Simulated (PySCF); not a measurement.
# C3H13Ge2N: magnetic properties

What do calculations give for the magnetic properties of C3H13Ge2N (`CC[NH][GeH2][CH2][GeH3]`)?

Computed with PySCF 2.14.0 and routines of our own; the level stands in each step. Atoms count from 0.

## 1. The starting structure

19 atoms, charge 0, multiplicity 1; geometry from: GFN2-xTB.

## 2. Magnetic properties: GIAO B97-2/pcSseg-1

What the job is given:

```
{"job": {"kind": "mag", "xc": "B97-2", "basis": "pcSseg-1", "isotopologues": 2}, "charge": 0, "multiplicity": 1}
C     -2.922953     1.000110     0.273180
C     -1.614142     0.418703    -0.244988
N     -0.890956    -0.263461     0.813746
Ge     0.353033    -1.512916     0.404908
C      1.788622    -0.926387    -0.840820
Ge     2.835139     0.584910    -0.164512
H     -3.514969     0.216287     0.738479
H     -2.728701     1.772764     1.014425
H     -3.491192     1.435801    -0.544890
H     -1.825574    -0.325280    -1.019647
H     -1.014849     1.220291    -0.705415
H     -0.643284     0.386749     1.548701
H     -0.422001    -2.634287    -0.245973
H      0.900541    -1.968894     1.727027
H      1.336185    -0.657599    -1.796395
H      2.453981    -1.768226    -1.028729
H      3.418336     0.292655     1.180453
H      2.004657     1.823192    -0.027156
H      3.968325     0.914839    -1.089854
```

With the program's defaults for keys left out, this is: GIAO B97-2/pcSseg-1 magnetisability, rotational g tensor and spin-rotation constants, non-relativistic, gas phase.

The run is started by

```
OMP_NUM_THREADS=1 python excited_run.py task.json out
```

This one command runs all jobs of the session in turn.

The program printed:

```text
coarse grid: 67632 points
cycle   1  E = -4331.3458071212  dE = -1.053e+00  |g| = 1.128e+00  |ddm| = 3.920e+00
cycle   2  E = -4331.2676370593  dE =  7.817e-02  |g| = 1.211e+00  |ddm| = 1.318e+00
cycle   3  E = -4331.4529041279  dE = -1.853e-01  |g| = 1.686e-01  |ddm| = 9.041e-01
cycle   4  E = -4331.4579038861  dE = -5.000e-03  |g| = 7.309e-02  |ddm| = 1.814e-01
cycle   5  E = -4331.4588711880  dE = -9.673e-04  |g| = 1.003e-02  |ddm| = 6.371e-02
cycle   6  E = -4331.4588936032  dE = -2.242e-05  |g| = 3.781e-03  |ddm| = 1.290e-02
cycle   7  E = -4331.4588971545  dE = -3.551e-06  |g| = 6.675e-04  |ddm| = 3.975e-03
final grid: 140528 points
cycle   8  E = -4331.4589201240  dE = -1.549e-07  |g| = 8.005e-04  |ddm| = 3.543e-03
cycle   9  E = -4331.4589199825  dE =  1.414e-07  |g| = 1.110e-03  |ddm| = 1.816e-03
cycle  10  E = -4331.4589202834  dE = -3.008e-07  |g| = 1.163e-04  |ddm| = 1.078e-03
cycle  11  E = -4331.4589202864  dE = -3.058e-09  |g| = 2.932e-05  |ddm| = 1.323e-04
cycle  12  E = -4331.4589202866  dE = -1.510e-10  |g| = 4.590e-06  |ddm| = 2.205e-05
converged SCF energy = -4331.4589202866

Magnetisability tensor (1e-30 J/T^2)
    -1750.64       27.18        1.67
       27.18    -1730.87       11.19
        1.67       11.19    -1684.60
isotropic -1722.04   principal values   -1769.99  -1715.14  -1680.99
isotropic susceptibility -103.704 1e-6 cm^3/mol

Inertial axes            a          b          c
rot. const./GHz      2.0151     0.6760     0.5427
chi total          -104.882   -104.946   -101.283
chi diamagnetic    -714.640  -1804.550  -2198.488
chi paramagnetic    609.758   1699.604   2097.205
quadrupole/D A       -4.641      1.809      2.832
g nuclear            0.5692     0.5359     0.5305
g electronic        -0.5773    -0.5398    -0.5347
g total             -0.0081    -0.0039    -0.0042

Spin-rotation constants (kHz, H = +C I.J)
atom  isotope        aa         bb         cc
  2    14N        0.095      0.032      0.017
  6     1H       -0.071     -0.035     -0.057
  7     1H       -0.215     -0.047     -0.012
  8     1H       -0.187     -0.045     -0.020
  9     1H       -0.199     -0.041     -0.007
 10     1H       -0.058     -0.022     -0.051
 11     1H       -0.244     -0.063     -0.015
 12     1H       -0.108     -0.028     -0.021
 13     1H       -0.176     -0.042      0.005
 14     1H       -0.211     -0.066     -0.008
 15     1H       -0.166     -0.022     -0.062
 16     1H       -0.173     -0.053      0.003
 17     1H       -0.140      0.004     -0.051
 18     1H       -0.003     -0.061     -0.033
  0    13C*       0.280      0.102      0.085
  1    13C*       0.375      0.127      0.094
  3   73Ge*      -0.566     -0.191     -0.173
  4    13C*       0.220      0.065      0.061
  5   73Ge*      -0.517     -0.174     -0.140
* in the singly substituted isotopologue

Isotopologues: g along a, b, c
2H    at 6,7,8,9,10,11,    -0.0069    -0.0034    -0.0037
13C   at 0                 -0.0080    -0.0038    -0.0041
```

Run time: 52 s. Hardware: 1 thread of Arm Neoverse V1, shared host; peak memory 1.1 GiB.

In short:

```tsv
quantity	value
magnetisability	-1722·10⁻³⁰ J/T²
molar susceptibility	-103.7·10⁻⁶ cm³/mol
rotational g (a, b, c)	-0.0081, -0.0039, -0.0042
```

## 3. Magnetic properties: GIAO OLYP/ANO-RCC-VDZP

Settings changed since step 2:

```diff
@@ -1,2 +1,2 @@
-{"job": {"kind": "mag", "xc": "B97-2", "basis": "pcSseg-1", "isotopologues": 2}, "charge": 0, "multiplicity": 1}
+{"job": {"kind": "mag", "xc": "OLYP", "basis": "ANO-RCC-VDZP", "scf": {"aux": "def2-qzvpp-jkfit"}}, "charge": 0, "multiplicity": 1}
 C     -2.922953     1.000110     0.273180
```

Method: GIAO OLYP/ANO-RCC-VDZP magnetisability, rotational g tensor and spin-rotation constants, non-relativistic, gas phase.

ANO-RCC is contracted for a relativistic Hamiltonian, so without one its core functions misfit and properties at heavier nuclei are off.

The program printed:

```text
final grid: 140528 points
cycle   1  E = -4305.4658856114  dE =  2.342e-01  |g| = 9.374e-01  |ddm| = 5.504e+00
cycle   2  E = -4305.1454077778  dE =  3.205e-01  |g| = 1.569e+00  |ddm| = 2.935e+00
cycle   3  E = -4305.6120665773  dE = -4.667e-01  |g| = 1.916e-01  |ddm| = 2.283e+00
cycle   4  E = -4305.6200050351  dE = -7.938e-03  |g| = 6.386e-02  |ddm| = 3.289e-01
cycle   5  E = -4305.6207537333  dE = -7.487e-04  |g| = 2.047e-02  |ddm| = 1.045e-01
cycle   6  E = -4305.6208593046  dE = -1.056e-04  |g| = 8.168e-03  |ddm| = 4.184e-02
cycle   7  E = -4305.6208753151  dE = -1.601e-05  |g| = 9.688e-04  |ddm| = 1.075e-02
cycle   8  E = -4305.6208755268  dE = -2.117e-07  |g| = 3.919e-04  |ddm| = 1.585e-03
cycle   9  E = -4305.6208755658  dE = -3.899e-08  |g| = 9.289e-05  |ddm| = 6.228e-04
cycle  10  E = -4305.6208755680  dE = -2.157e-09  |g| = 1.823e-05  |ddm| = 1.327e-04
cycle  11  E = -4305.6208755681  dE = -8.367e-11  |g| = 6.368e-06  |ddm| = 4.045e-05
converged SCF energy = -4305.6208755681

Magnetisability tensor (1e-30 J/T^2)
    -1698.46       10.79        2.82
       10.79    -1710.49        5.88
        2.82        5.88    -1650.47
isotropic -1686.47   principal values   -1717.03  -1692.81  -1649.58
isotropic susceptibility -101.562 1e-6 cm^3/mol

Inertial axes            a          b          c
rot. const./GHz      2.0151     0.6760     0.5427
chi total          -102.112   -103.226    -99.347
chi diamagnetic    -715.576  -1805.325  -2199.655
chi paramagnetic    613.464   1702.099   2100.308
quadrupole/D A       -4.681      1.495      3.186
g nuclear            0.5692     0.5359     0.5305
g electronic        -0.5808    -0.5406    -0.5355
g total             -0.0116    -0.0047    -0.0050

Spin-rotation constants (kHz, H = +C I.J)
atom  isotope        aa         bb         cc
  2    14N        0.101      0.034      0.021
  6     1H       -0.069     -0.035     -0.058
  7     1H       -0.218     -0.048     -0.011
  8     1H       -0.187     -0.044     -0.019
  9     1H       -0.199     -0.041     -0.005
 10     1H       -0.054     -0.020     -0.050
 11     1H       -0.247     -0.060     -0.014
 12     1H       -0.104     -0.028     -0.021
 13     1H       -0.173     -0.043      0.005
 14     1H       -0.215     -0.066     -0.008
 15     1H       -0.169     -0.023     -0.061
 16     1H       -0.177     -0.052      0.002
 17     1H       -0.139      0.002     -0.052
 18     1H       -0.005     -0.061     -0.032
  0    13C*       0.278      0.102      0.085
  1    13C*       0.379      0.129      0.095
  3   73Ge*      -0.414     -0.132     -0.145
  4    13C*       0.217      0.066      0.062
  5   73Ge*      -0.338     -0.107     -0.097
* in the singly substituted isotopologue
```

Wall time 2.2 min (1 thread of Arm Neoverse V1, shared host); peak memory 0.76 GiB.

In short:

```tsv
quantity	value
magnetisability	-1686·10⁻³⁰ J/T²
molar susceptibility	-101.6·10⁻⁶ cm³/mol
rotational g (a, b, c)	-0.0116, -0.0047, -0.0050
```

## 4. Magnetic properties: GIAO HCTH407/6-31G*, grid 1

Settings changed since step 3:

```diff
@@ -1,2 +1,2 @@
-{"job": {"kind": "mag", "xc": "OLYP", "basis": "ANO-RCC-VDZP", "scf": {"aux": "def2-qzvpp-jkfit"}}, "charge": 0, "multiplicity": 1}
+{"job": {"kind": "mag", "xc": "HCTH407", "basis": "6-31G*", "grid": 1, "scf": {"conv": 1e-11}}, "charge": 0, "multiplicity": 1}
 C     -2.922953     1.000110     0.273180
```

With the program's defaults for keys left out, this is: GIAO HCTH407/6-31G* magnetisability, rotational g tensor and spin-rotation constants, non-relativistic, gas phase.

The program printed:

```text
final grid: 67632 points
cycle   1  E = -4332.4290314961  dE = -9.307e-01  |g| = 7.278e-01  |ddm| = 3.870e+00
cycle   2  E = -4332.1673017300  dE =  2.617e-01  |g| = 1.243e+00  |ddm| = 2.203e+00
cycle   3  E = -4332.5555397245  dE = -3.882e-01  |g| = 1.534e-01  |ddm| = 1.574e+00
cycle   4  E = -4332.5606380281  dE = -5.098e-03  |g| = 6.187e-02  |ddm| = 2.116e-01
cycle   5  E = -4332.5614936988  dE = -8.557e-04  |g| = 1.810e-02  |ddm| = 7.833e-02
cycle   6  E = -4332.5615826909  dE = -8.899e-05  |g| = 6.955e-03  |ddm| = 2.710e-02
cycle   7  E = -4332.5615955522  dE = -1.286e-05  |g| = 7.472e-04  |ddm| = 7.499e-03
cycle   8  E = -4332.5615956993  dE = -1.471e-07  |g| = 2.746e-04  |ddm| = 1.205e-03
cycle   9  E = -4332.5615957183  dE = -1.895e-08  |g| = 6.787e-05  |ddm| = 3.301e-04
cycle  10  E = -4332.5615957192  dE = -9.695e-10  |g| = 1.497e-05  |ddm| = 7.692e-05
cycle  11  E = -4332.5615957193  dE = -6.366e-11  |g| = 8.659e-06  |ddm| = 2.927e-05
cycle  12  E = -4332.5615957193  dE = -9.095e-12  |g| = 1.087e-06  |ddm| = 9.056e-06
converged SCF energy = -4332.5615957193

Magnetisability tensor (1e-30 J/T^2)
    -1711.63       21.15       12.82
       21.15    -1695.73        7.64
       12.82        7.64    -1637.24
isotropic -1681.53   principal values   -1726.72  -1684.88  -1632.99
isotropic susceptibility -101.264 1e-6 cm^3/mol

Inertial axes            a          b          c
rot. const./GHz      2.0151     0.6760     0.5427
chi total          -102.800   -102.600    -98.393
chi diamagnetic    -711.526  -1801.378  -2195.891
chi paramagnetic    608.726   1698.778   2097.498
quadrupole/D A       -4.901      1.451      3.450
g nuclear            0.5692     0.5359     0.5305
g electronic        -0.5763    -0.5395    -0.5347
g total             -0.0071    -0.0036    -0.0043

Spin-rotation constants (kHz, H = +C I.J)
atom  isotope        aa         bb         cc
  2    14N        0.098      0.034      0.020
  6     1H       -0.074     -0.037     -0.059
  7     1H       -0.225     -0.049     -0.014
  8     1H       -0.193     -0.046     -0.022
  9     1H       -0.202     -0.043     -0.006
 10     1H       -0.062     -0.022     -0.051
 11     1H       -0.252     -0.065     -0.015
 12     1H       -0.107     -0.028     -0.020
 13     1H       -0.177     -0.042      0.006
 14     1H       -0.219     -0.068     -0.009
 15     1H       -0.175     -0.025     -0.062
 16     1H       -0.179     -0.054      0.003
 17     1H       -0.144      0.003     -0.052
 18     1H       -0.006     -0.062     -0.034
  0    13C*       0.262      0.095      0.079
  1    13C*       0.356      0.121      0.090
  3   73Ge*      -0.506     -0.171     -0.154
  4    13C*       0.221      0.067      0.063
  5   73Ge*      -0.460     -0.155     -0.125
* in the singly substituted isotopologue
```

Wall time 34 s (1 thread of Arm Neoverse V1, shared host); peak memory 0.71 GiB.

In short:

```tsv
quantity	value
magnetisability	-1682·10⁻³⁰ J/T²
molar susceptibility	-101.3·10⁻⁶ cm³/mol
rotational g (a, b, c)	-0.0071, -0.0036, -0.0043
```

## 5. The levels compared

```tsv
level	ξ (10⁻³⁰ J/T²)	g(a)	g(b)	gap (eV)	functions	time
GIAO B97-2/pcSseg-1	-1722	-0.0081	-0.0039	7.03	215	52 s
GIAO OLYP/ANO-RCC-VDZP	-1686	-0.0116	-0.0047	4.42	175	2.2 min
GIAO HCTH407/6-31G*, grid 1	-1682	-0.0071	-0.0036	5.16	146	34 s
```

## 6. Outcome

| quantity | value |
| --- | --- |
| magnetisability (step 2, GIAO B97-2/pcSseg-1) | -1722·10⁻³⁰ J/T² |
| molar susceptibility (step 2, GIAO B97-2/pcSseg-1) | -103.7·10⁻⁶ cm³/mol |
| rotational g (a, b, c) (step 2, GIAO B97-2/pcSseg-1) | -0.0081, -0.0039, -0.0042 |
| magnetisability over the levels | -1722 to -1682·10⁻³⁰ J/T² |

In words: Steps that list no spin-orbit terms leave them out, which matters at and beside the heavy atoms. The magnetisability spreads by 2.4 % over 3 levels, from GIAO B97-2/pcSseg-1 (52 s) to GIAO HCTH407/6-31G*, grid 1 (34 s); the runs took 34 s to 2.2 min. Vibrational averaging and real surroundings are missing from these values.
